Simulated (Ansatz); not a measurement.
**C2H7MgN: basis-set convergence**

One table from this session's results is given with a row withheld; the runs are named, their logs left out.

Program: Ansatz 0.2.0, Gaussian basis. Level of theory: one geometry, several basis sets. These are calculated values, not measurements.

Levels to be run: PBE0-D4/def2-SVP; ωB97M-V/def2-SVP; PBE0-D4/def2-QZVPP; ωB97M-V/def2-QZVPP; the functionals' def2-TZVPP values are taken from earlier runs.

### The relaxed structure

The geometry comes from an earlier relaxation with PBE0-D4 in a triple-zeta def2 set; it is a stationary point, not always the lowest conformer.

SMILES `C[N](C)[MgH]`, 11 atoms, charge 0, spin multiplicity 1.

Atoms are counted from 1 here; the program's logs count them from 0.

Bond lengths: C1–N2 1.438 Å, C1–H5 1.104 Å, C1–H6 1.104 Å, C1–H7 1.096 Å, N2–C3 1.438 Å, N2–Mg4 1.899 Å, C3–H8 1.104 Å, C3–H9 1.096 Å, C3–H10 1.104 Å, Mg4–H11 1.697 Å. Angles: N2–C1–H5 112.4°, N2–C1–H6 112.4°, N2–C1–H7 111.6°, H5–C1–H6 106.4°, H5–C1–H7 106.8°, H6–C1–H7 106.8°, C1–N2–C3 110.5°, C1–N2–Mg4 124.8°, C3–N2–Mg4 124.7°, N2–C3–H8 112.4°, N2–C3–H9 111.6°, N2–C3–H10 112.4°, H8–C3–H9 106.8°, H8–C3–H10 106.4°, H9–C3–H10 106.8°, N2–Mg4–H11 180.0°.

Set-up of the first run:

in.yaml

```yaml
crystal:
  periodic: [false, false, false]
  atoms:
    - {symbol: C, position_ang: [-0.353924, 1.220159, -0.343480]}
    - {symbol: N, position_ang: [-0.120180, -0.174087, -0.079047]}
    - {symbol: C, position_ang: [1.028293, -0.340716, 0.770558]}
    - {symbol: Mg, position_ang: [-1.179874, -1.597300, -0.755868]}
    - {symbol: H, position_ang: [0.502496, 1.702429, -0.846371]}
    - {symbol: H, position_ang: [-0.538771, 1.798397, 0.578703]}
    - {symbol: H, position_ang: [-1.226319, 1.367875, -0.990894]}
    - {symbol: H, position_ang: [0.908118, 0.164441, 1.744889]}
    - {symbol: H, position_ang: [1.223344, -1.398409, 0.983447]}
    - {symbol: H, position_ang: [1.948667, 0.069339, 0.319224]}
    - {symbol: H, position_ang: [-2.126349, -2.869328, -1.360561]}
basis:
  gaussian: {orbitals: def2-SVP}
hamiltonian: {xc: pbe0, dispersion: d4}
output: {orbitals: {seedname: orbitals}}
```

Run with:

```sh
> ansatz run in.yaml --threads 4 --pin off --events-out ev --progress --plain --max-ram 10444MiB
```

Steps of the session up to this table: PBE0-D4 in def2-SVP; ωB97M-V in def2-SVP; PBE0-D4 in def2-QZVPP; ωB97M-V in def2-QZVPP.

One table of the session follows, with a row left open; its other results are not shown here.

It belongs to the step «Density functionals: the series». 

```
functional       basis  HOMO (eV)
   PBE0-D4    def2-SVP      -5.37
   PBE0-D4  def2-TZVPP      -5.43
   PBE0-D4  def2-QZVPP      -5.44
   ωB97M-V    def2-SVP          ?
   ωB97M-V  def2-TZVPP      -7.73
   ωB97M-V  def2-QZVPP      -7.74
```

Estimate the missing values for ωB97M-V, def2-SVP.

The run gave: HOMO (eV): -7.66. In the column «HOMO (eV)» it lies between ωB97M-V, def2-TZVPP (-7.73) and PBE0-D4, def2-QZVPP (-5.44).
